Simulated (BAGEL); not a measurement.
# BP2H5O (SMILES OB(P)P): levels of theory compared

Aim: a comparison of 5 runs (HF/3-21G, B3LYP/6-31G*, B3LYP/def2-SVP, PBE0/def2-SVP, RI-MP2/def2-SVP) of BP2H5O. 

Program for the calculation: BAGEL 1.2.2.

5 further runs of the same task are left out: 4 that didn't finish, 1 set aside as unsound or not needed.

## 1. The molecule

The species is BP2H5O (9 atoms), meant as a singlet with charge 0. As SMILES, `OB(P)P`. The shape is that of a GFN2-xTB optimisation. This is one conformer, not always the lowest.

Bond lengths: O1–B2 1.329 Å, B2–P3 1.915 Å, B2–P4 1.929 Å, O1–H5 0.960 Å, P3–H6 1.379 Å, P3–H7 1.382 Å, P4–H8 1.384 Å, P4–H9 1.380 Å. Angles: O1–B2–P3 114.8°, O1–B2–P4 122.3°, P3–B2–P4 122.2°, B2–O1–H5 120.6°, B2–P3–H6 96.2°, B2–P3–H7 97.7°, B2–P4–H8 96.2°, B2–P4–H9 97.8°, H6–P3–H7 94.2°, H8–P4–H9 93.6°.

## 2. A single-point energy at HF/3-21G (density fitting with qzvpp-jkfit) (run 1)

The input, hf.json:

```json
{ "bagel" : [

{
  "title" : "molecule",
  "basis" : "3-21g",
  "df_basis" : "qzvpp-jkfit",
  "angstrom" : true,
  "geometry" : [
    { "atom" : "O", "xyz" : [      -0.539270,       1.137550,      -1.099550 ] },
    { "atom" : "B", "xyz" : [      -0.119010,       0.079930,      -0.412410 ] },
    { "atom" : "P", "xyz" : [       1.748660,      -0.303270,      -0.591160 ] },
    { "atom" : "P", "xyz" : [      -1.339000,      -1.133200,       0.458870 ] },
    { "atom" : "H", "xyz" : [      -1.475300,       1.342520,      -1.158290 ] },
    { "atom" : "H", "xyz" : [       2.164230,       1.009620,      -0.665680 ] },
    { "atom" : "H", "xyz" : [       2.042660,      -0.425790,       0.753850 ] },
    { "atom" : "H", "xyz" : [      -1.977010,      -0.176360,       1.229080 ] },
    { "atom" : "H", "xyz" : [      -0.505950,      -1.531000,       1.485270 ] }
  ]
},

{ "title" : "hf" },

{ "title" : "print", "file" : "orbitals.molden", "orbitals" : true }

]}
```

Command:

```sh
$ BAGEL_NUM_THREADS=1 BAGEL hf.json > hf.out
```

Output:

```text
* using 1 threads per process

  ===============================================================
  ===============================================================

  *** Geometry ***

  { "atom" : "O", "xyz" : [     -1.019073,      2.149658,     -2.077848 ] },
  { "atom" : "B", "xyz" : [     -0.224896,      0.151046,     -0.779342 ] },
  { "atom" : "P", "xyz" : [      3.304488,     -0.573097,     -1.117130 ] },
  { "atom" : "P", "xyz" : [     -2.530343,     -2.141438,      0.867139 ] },
  { "atom" : "H", "xyz" : [     -2.787913,      2.536995,     -2.188851 ] },
  { "atom" : "H", "xyz" : [      4.089802,      1.907905,     -1.257953 ] },
  { "atom" : "H", "xyz" : [      3.860068,     -0.804626,      1.424570 ] },
  { "atom" : "H", "xyz" : [     -3.736007,     -0.333272,      2.322625 ] },
  { "atom" : "H", "xyz" : [     -0.956107,     -2.893171,      2.806754 ] },

  Number of auxiliary basis functions:      498

  Since a DF basis is specified, we compute 2- and 3-index integrals:
    o Being stored without compression. Storage requirement is 0.012 GB

  Number of basis functions:       54
  Number of electrons      :       48

    * METHOD: MOLECULE                             0.10

  *** RHF ***

  === Nuclear Repulsion ===
   191.0316358074

      * DIIS with orbital gradients will be used.

  === RHF iteration (3-21g) ===
      0       -779.78904306          0.02102430           0.02
      1       -779.87599700          0.01214901           0.02
      2       -779.90265517          0.00158618           0.02
      3       -779.90396137          0.00027533           0.02
      4       -779.90403165          0.00008663           0.02
      5       -779.90403908          0.00001932           0.02
      6       -779.90403935          0.00000533           0.02
      7       -779.90403937          0.00000186           0.02
      8       -779.90403938          0.00000057           0.02
      9       -779.90403938          0.00000018           0.02
     10       -779.90403938          0.00000007           0.02
     11       -779.90403938          0.00000002           0.02
     12       -779.90403938          0.00000001           0.02
    * SCF iteration converged.

    * Permanent dipole moment:
           (    0.659236,    -0.786005,    -0.537466) a.u.

    * METHOD: HF                                   0.33

    * METHOD: PRINT                                0.00

  ===============================================================
```

Wall time 0.6 s (1 thread of AMD EPYC 9R45 (Zen 5), shared host).

## 3. A single-point energy at B3LYP/6-31G(d) (density fitting with qzvpp-jkfit, spherical functions) (run 2)

The input, input.json:

```json
{ "bagel" : [

{
  "title" : "molecule",
  "basis" : "6-31gs.json",
  "df_basis" : "qzvpp-jkfit",
  "angstrom" : true,
  "geometry" : [
    { "atom" : "O", "xyz" : [   -0.539270,    1.137550,   -1.099550 ] },
    { "atom" : "B", "xyz" : [   -0.119010,    0.079930,   -0.412410 ] },
    { "atom" : "P", "xyz" : [    1.748660,   -0.303270,   -0.591160 ] },
    { "atom" : "P", "xyz" : [   -1.339000,   -1.133200,    0.458870 ] },
    { "atom" : "H", "xyz" : [   -1.475300,    1.342520,   -1.158290 ] },
    { "atom" : "H", "xyz" : [    2.164230,    1.009620,   -0.665680 ] },
    { "atom" : "H", "xyz" : [    2.042660,   -0.425790,    0.753850 ] },
    { "atom" : "H", "xyz" : [   -1.977010,   -0.176360,    1.229080 ] },
    { "atom" : "H", "xyz" : [   -0.505950,   -1.531000,    1.485270 ] }
  ]
},
{ "title" : "ks", "xc_func" : "b3lyp" },
{ "title" : "print", "file" : "orbitals.molden", "orbitals" : true }

]}
```

The basis set 6-31G* is read from a file made from the Basis Set Exchange's data (not shown).

Command:

```sh
$ BAGEL_NUM_THREADS=1 BAGEL input.json > input.out
```

Output:

```text
* using 1 threads per process

  ===============================================================
  ===============================================================

  *** Geometry ***

  { "atom" : "O", "xyz" : [     -1.019073,      2.149658,     -2.077848 ] },
  { "atom" : "B", "xyz" : [     -0.224896,      0.151046,     -0.779342 ] },
  { "atom" : "P", "xyz" : [      3.304488,     -0.573097,     -1.117130 ] },
  { "atom" : "P", "xyz" : [     -2.530343,     -2.141438,      0.867139 ] },
  { "atom" : "H", "xyz" : [     -2.787913,      2.536995,     -2.188851 ] },
  { "atom" : "H", "xyz" : [      4.089802,      1.907905,     -1.257953 ] },
  { "atom" : "H", "xyz" : [      3.860068,     -0.804626,      1.424570 ] },
  { "atom" : "H", "xyz" : [     -3.736007,     -0.333272,      2.322625 ] },
  { "atom" : "H", "xyz" : [     -0.956107,     -2.893171,      2.806754 ] },

  Number of auxiliary basis functions:      498

  Since a DF basis is specified, we compute 2- and 3-index integrals:
    o Being stored without compression. Storage requirement is 0.022 GB

  Number of basis functions:       74
  Number of electrons      :       48

    * METHOD: MOLECULE                             0.14

  *** Kohn-Sham DFT ***

    * Removing 16423 points whose weight is below 1.00e-10
    * Grid points: 117731

  === Nuclear Repulsion ===
   191.0316358074

       - DIIS with orbital gradients will be used.

  === KS iteration (b3lyp / 6-31gs.json) ===
      0       -761.69683690          0.13838225           0.22
      1       -751.34523422          0.09293401           0.20
      2       -720.53906729          0.21104358           0.21
      3       -755.05116705          0.16940084           0.21
      4       -762.24469391          0.16026980           0.20
      5       -762.14740727          0.16097168           0.20
[... 21 lines of this table left out ...]
     27       -785.81123849          0.00000003           0.20
     28       -785.81123849          0.00000001           0.20
    * SCF iteration converged.

    * Permanent dipole moment:
           (    0.562373,    -0.701189,    -0.372751) a.u.

    * METHOD: KS                                   6.31

    * METHOD: PRINT                                0.01

  ===============================================================
```

Run time: 6.9 s. Hardware: 1 thread of AMD EPYC 9R45 (Zen 5), shared host; peak memory 0.43 GiB.

Run 3 isn't shown in full; the table further down has it.

## 4. The energy at PBE0/def2-SVP (density fitting with qzvpp-jkfit) (run 4)

The input, job.json:

```json
{ "bagel": [

{
  "title": "molecule",
  "basis": "svp",
  "df_basis": "qzvpp-jkfit",
  "angstrom": "true",
  "geometry": [
    { "atom": "O", "xyz": [      -0.539270,       1.137550,      -1.099550 ] },
    { "atom": "B", "xyz": [      -0.119010,       0.079930,      -0.412410 ] },
    { "atom": "P", "xyz": [       1.748660,      -0.303270,      -0.591160 ] },
    { "atom": "P", "xyz": [      -1.339000,      -1.133200,       0.458870 ] },
    { "atom": "H", "xyz": [      -1.475300,       1.342520,      -1.158290 ] },
    { "atom": "H", "xyz": [       2.164230,       1.009620,      -0.665680 ] },
    { "atom": "H", "xyz": [       2.042660,      -0.425790,       0.753850 ] },
    { "atom": "H", "xyz": [      -1.977010,      -0.176360,       1.229080 ] },
    { "atom": "H", "xyz": [      -0.505950,      -1.531000,       1.485270 ] }
  ]
},

{
  "title": "ks",
  "xc_func": "pbe0"
},

{
  "title": "print",
  "file": "orbitals.molden",
  "orbitals": "true"
}

]}
```

Command:

```sh
$ BAGEL_NUM_THREADS=1 BAGEL job.json > job.out
```

Output:

```text
* using 1 threads per process

  ===============================================================
  ===============================================================

  *** Geometry ***

  { "atom" : "O", "xyz" : [     -1.019073,      2.149658,     -2.077848 ] },
  { "atom" : "B", "xyz" : [     -0.224896,      0.151046,     -0.779342 ] },
  { "atom" : "P", "xyz" : [      3.304488,     -0.573097,     -1.117130 ] },
  { "atom" : "P", "xyz" : [     -2.530343,     -2.141438,      0.867139 ] },
  { "atom" : "H", "xyz" : [     -2.787913,      2.536995,     -2.188851 ] },
  { "atom" : "H", "xyz" : [      4.089802,      1.907905,     -1.257953 ] },
  { "atom" : "H", "xyz" : [      3.860068,     -0.804626,      1.424570 ] },
  { "atom" : "H", "xyz" : [     -3.736007,     -0.333272,      2.322625 ] },
  { "atom" : "H", "xyz" : [     -0.956107,     -2.893171,      2.806754 ] },

  Number of auxiliary basis functions:      498

  Since a DF basis is specified, we compute 2- and 3-index integrals:
    o Being stored without compression. Storage requirement is 0.032 GB

  Number of basis functions:       89
  Number of electrons      :       48

    * METHOD: MOLECULE                             0.14

  *** Kohn-Sham DFT ***

    * Removing 16423 points whose weight is below 1.00e-10
    * Grid points: 117731

  === Nuclear Repulsion ===
   191.0316358074

       - DIIS with orbital gradients will be used.

  === KS iteration (pbe0 / svp) ===
      0       -762.60466794          0.10900981           0.26
      1       -757.45221992          0.11459678           0.24
      2       -732.28737364          0.16491622           0.24
      3       -780.80471945          0.07843835           0.25
      4       -784.53572626          0.03101153           0.24
      5       -784.90432428          0.01804846           0.24
      6       -785.13211892          0.00670338           0.25
      7       -785.15551403          0.00269220           0.24
      8       -785.15934625          0.00062939           0.24
      9       -785.15958313          0.00019782           0.25
     10       -785.15960598          0.00002702           0.24
     11       -785.15960644          0.00001024           0.24
     12       -785.15960652          0.00000288           0.25
     13       -785.15960652          0.00000132           0.26
     14       -785.15960652          0.00000043           0.25
     15       -785.15960652          0.00000026           0.23
     16       -785.15960652          0.00000006           0.23
     17       -785.15960652          0.00000002           0.24
     18       -785.15960652          0.00000001           0.24
    * SCF iteration converged.

    * Permanent dipole moment:
           (    0.569305,    -0.642846,    -0.353709) a.u.

    * METHOD: KS                                   5.06

    * METHOD: PRINT                                0.01

  ===============================================================
```

Run time: 5.4 s. Hardware: 1 thread of AMD EPYC 9R45 (Zen 5), shared host; peak memory 0.5 GiB.

## 5. A single-point energy at RI-MP2/def2-SVP (density fitting with qzvpp-jkfit) (run 5)

input.json, as its differences from that of step 3:

```diff
@@ -4,3 +4,3 @@
   "title" : "molecule",
-  "basis" : "6-31gs.json",
+  "basis" : "svp",
   "df_basis" : "qzvpp-jkfit",
@@ -19,4 +19,9 @@
 },
-{ "title" : "ks", "xc_func" : "b3lyp" },
-{ "title" : "print", "file" : "orbitals.molden", "orbitals" : true }
+{
+  "title" : "hf"
+},
+{
+  "title" : "mp2",
+  "ncore" : 12
+}
```

Command:

```sh
$ BAGEL_NUM_THREADS=1 BAGEL input.json > input.out
```

Output:

```text
* using 1 threads per process

  ===============================================================
  ===============================================================

  *** Geometry ***

  { "atom" : "O", "xyz" : [     -1.019073,      2.149658,     -2.077848 ] },
  { "atom" : "B", "xyz" : [     -0.224896,      0.151046,     -0.779342 ] },
  { "atom" : "P", "xyz" : [      3.304488,     -0.573097,     -1.117130 ] },
  { "atom" : "P", "xyz" : [     -2.530343,     -2.141438,      0.867139 ] },
  { "atom" : "H", "xyz" : [     -2.787913,      2.536995,     -2.188851 ] },
  { "atom" : "H", "xyz" : [      4.089802,      1.907905,     -1.257953 ] },
  { "atom" : "H", "xyz" : [      3.860068,     -0.804626,      1.424570 ] },
  { "atom" : "H", "xyz" : [     -3.736007,     -0.333272,      2.322625 ] },
  { "atom" : "H", "xyz" : [     -0.956107,     -2.893171,      2.806754 ] },

  Number of auxiliary basis functions:      498

  Since a DF basis is specified, we compute 2- and 3-index integrals:
    o Being stored without compression. Storage requirement is 0.032 GB

  Number of basis functions:       89
  Number of electrons      :       48

    * METHOD: MOLECULE                             0.14

  *** RHF ***

  === Nuclear Repulsion ===
   191.0316358074

      * DIIS with orbital gradients will be used.

  === RHF iteration (svp) ===
      0       -783.49378931          0.01695576           0.04
      1       -783.61998281          0.01134174           0.04
      2       -783.68221444          0.00161934           0.04
      3       -783.68507483          0.00038755           0.04
      4       -783.68521620          0.00012189           0.04
      5       -783.68523755          0.00002771           0.04
      6       -783.68523894          0.00000725           0.04
      7       -783.68523902          0.00000200           0.04
      8       -783.68523903          0.00000085           0.04
      9       -783.68523903          0.00000029           0.04
     10       -783.68523903          0.00000010           0.04
     11       -783.68523903          0.00000003           0.04
     12       -783.68523903          0.00000002           0.04
     13       -783.68523903          0.00000000           0.04
    * SCF iteration converged.

    * Permanent dipole moment:
           (    0.614531,    -0.589919,    -0.368485) a.u.

    * METHOD: HF                                   0.63

  *** RHF ***

  === Nuclear Repulsion ===
   191.0316358074

      * DIIS with orbital gradients will be used.

  === RHF iteration (svp) ===
      0       -783.68523903          0.00000000           0.04
    * SCF iteration converged.

    * Permanent dipole moment:
           (    0.614531,    -0.589919,    -0.368485) a.u.

  === DF-MP2 calculation ===

    * freezing 12 orbitals
    * 3-index integral transformation done
    * assembly done

      MP2 correlation energy:   -0.5129150514      0.02

      MP2 total energy:       -784.1981540806

    * METHOD: MP2                                  0.10

  ===============================================================
```

It took 1 s on 1 thread of AMD EPYC 9R45 (Zen 5), shared host; peak memory 0.13 GiB.

## 6. All runs side by side

```
run                                                                 level  frozen core orbitals  energy (Eh)  dipole moment (D)  HOMO energy (eV)  LUMO energy (eV)  wall time
  1                           HF/3-21G (density fitting with qzvpp-jkfit)                     –  -779.904039               2.94             -9.44              3.28      0.6 s
  2  B3LYP/6-31G* (density fitting with qzvpp-jkfit, spherical functions)                     –  -785.811238               2.47             -6.53             -0.43      6.9 s
  3                     B3LYP/def2-SVP (density fitting with qzvpp-jkfit)                     –  -785.576882               2.22             -6.56             -0.54      5.4 s
  4                      PBE0/def2-SVP (density fitting with qzvpp-jkfit)                     –  -785.159607               2.36             -6.83             -0.41      5.4 s
  5                    RI-MP2/def2-SVP (density fitting with qzvpp-jkfit)                    12  -784.198154                  –                 –                 –        1 s
```

## 7. What came out

| quantity | value |
| --- | --- |
| run 5: total energy | -784.19815 Eh |
| run 5: correlation energy (12 core orbitals frozen) | -512.9 mEh |

**Reading.** Over runs 1, 2, 3, 4 the dipole moment (its size) runs from 2.22 D (B3LYP/def2-SVP) to 2.94 D (HF/3-21G). The two ends differ in method and basis. Over runs 1, 2, 3, 4 the HOMO–LUMO gap runs from 6.02 eV (B3LYP/def2-SVP) to 12.72 eV (HF/3-21G). Totals of different functionals can't be ranked against each other. All runs together took 19 s, the longest 6.9 s.
